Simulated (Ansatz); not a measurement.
Working through a short molecular-dynamics run of FGeH4Sb, SMILES [F][GeH2][SbH2]

Program: Ansatz 0.2.0 through its Python package.

Notebook, run cell by cell (the value of a cell's last expression is shown):

In [1]:
```python
import ansatz as az
import numpy as np

BASIS = "def2-SVP"
XC = "blyp"
N_STEPS = 20
TEMPERATURE_K = 200

GEOMETRY = """
F    -2.16990    0.74700   -0.06280
Ge   -0.74020    0.02240   -0.62300
Sb    1.21810    0.84280    0.82460
H    -0.79760   -1.50270   -0.49610
H    -0.47460    0.39220   -2.12140
H     0.71350   -0.12380    2.19670
H     2.31200   -0.44580    0.23630
"""
```

In [2]:
```python
geometry = az.Crystal.molecule()
for line in GEOMETRY.strip().splitlines():
    symbol, *xyz = line.split()
    geometry = geometry.atom(symbol, [float(v) for v in xyz])
```

In [3]:
```python
model = (
    geometry.calculation()
    .basis(gaussian=BASIS)
    .functional(XC)
    .scf(lower_state_search="standard")
    .md("nvt_langevin", timestep=0.5, steps=N_STEPS, temperature=TEMPERATURE_K, initial_velocities="maxwell_boltzmann", seed=97, friction=0.02)
)
frames = []
model.session().plan().execute(on_event=lambda e: frames.append(e["data"]) if e["event"] == "md_step" else None)
print("t (fs)   E_pot (eV)      E_kin (eV)   T (K)   d(0-1) (A)")
for f in frames[::2]:
    xyz = np.array(f["positions_ang"])
    print(f"{f['time_fs']:6.2f} {f['lagrangian_ev']:14.5f} {f['e_kin_ev']:10.5f} {f['temperature_k']:8.1f} {np.linalg.norm(xyz[0] - xyz[1]):9.4f}")
print("mean temperature", round(float(np.mean([f["temperature_k"] for f in frames])), 1), "K")
```
```text
t (fs)   E_pot (eV)      E_kin (eV)   T (K)   d(0-1) (A)
  0.00   -65828.57182    0.15511    171.4    1.6979
  1.00   -65828.57636    0.14694    162.4    1.6978
  2.00   -65828.58296    0.15708    173.6    1.6987
  3.00   -65828.59352    0.16193    179.0    1.7009
  4.00   -65828.60790    0.18269    201.9    1.7044
  5.00   -65828.62089    0.20049    221.6    1.7092
  6.00   -65828.63392    0.21126    233.5    1.7155
  7.00   -65828.64800    0.26477    292.6    1.7233
  8.00   -65828.66527    0.28343    313.2    1.7326
  9.00   -65828.68133    0.27623    305.3    1.7429
 10.00   -65828.69166    0.28888    319.3    1.7530
mean temperature 236.4 K
```

What to keep in mind:
- These settings explore the input space; basis and method may be short of convergence.
- The trajectory is only some femtoseconds long, so its temperature is not equilibrated; where the script doesn't relax first, it starts from a rough generated geometry.
- def2 sets replace the cores of elements past krypton by effective core potentials.
- The printed temperature counts all 3N degrees of freedom under Langevin dynamics, so the first row lies under the target.
- The whole script took 41 s on 1 thread of Intel(R) Xeon(R) Platinum 8375C CPU @ 2.90GHz (Ice Lake), with other jobs on the host, peak memory 0.21 GiB.

(Lines on the test bed's own set-up are left out of the output.)
